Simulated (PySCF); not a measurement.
# C5H11OP: the cost of one run

The runs use PySCF 2.14.0, with density-fitted response routines of our own; the level of theory stands in each step. All values are computed, except where a source is named. Atoms count from 0, in the outputs and in this text.

### Step 1. The molecule as given

18 atoms, charge 0, multiplicity 1; geometry from: GFN2-xTB.

Bonds of the start (Å): C0–C1 1.52, C1–P2 1.84, P2–O3 1.47, P2–C4 1.86, C4–C5 1.54, C5–C6 1.54, C6–P2 1.86, C0–H7 1.09, C0–H8 1.09, C0–H9 1.09, C1–H10 1.09, C1–H11 1.09, C4–H12 1.09, C4–H13 1.09, C5–H14 1.09, C5–H15 1.09, C6–H16 1.09, C6–H17 1.09.

### Step 2. Excited states and response: CAM-B3LYP/def2-SVPD

The job: settings as JSON, then the geometry in Å.

```
{"job": {"kind": "uv", "xc": "CAM-B3LYP", "basis": "def2-SVPD", "nstates": 8, "ntriplets": 3}, "charge": 0, "multiplicity": 1}
C      2.494322    -0.178450     0.049511
C      1.180444    -0.901318    -0.205187
P     -0.073621     0.338619    -0.732046
O      0.307135     1.128480    -1.906838
C     -1.758359    -0.428497    -0.596279
C     -1.879851     0.103634     0.844764
C     -0.759734     1.159794     0.783808
H      2.387428     0.528872     0.870541
H      2.782944     0.378808    -0.839660
H      3.287384    -0.881642     0.296356
H      0.832279    -1.431927     0.680648
H      1.285752    -1.614997    -1.026274
H     -2.438122     0.079401    -1.280715
H     -1.872540    -1.502905    -0.717616
H     -2.860971     0.507831     1.090153
H     -1.640921    -0.675534     1.567721
H     -0.144429     1.250200     1.675580
H     -1.137900     2.145950     0.513910
```

Level: TDDFT CAM-B3LYP/def2-SVPD, vertical, gas phase, core orbitals frozen in the response.

Started as:

```console
$ OMP_NUM_THREADS=1 python probes_run.py task.json out
```

The driver reads the jobs from task.json and runs them one after another.

Q: Estimate the wall time and peak memory of this job on 1 thread of Arm Neoverse V1, shared host.

About 58 s, with a peak of 1 GiB.
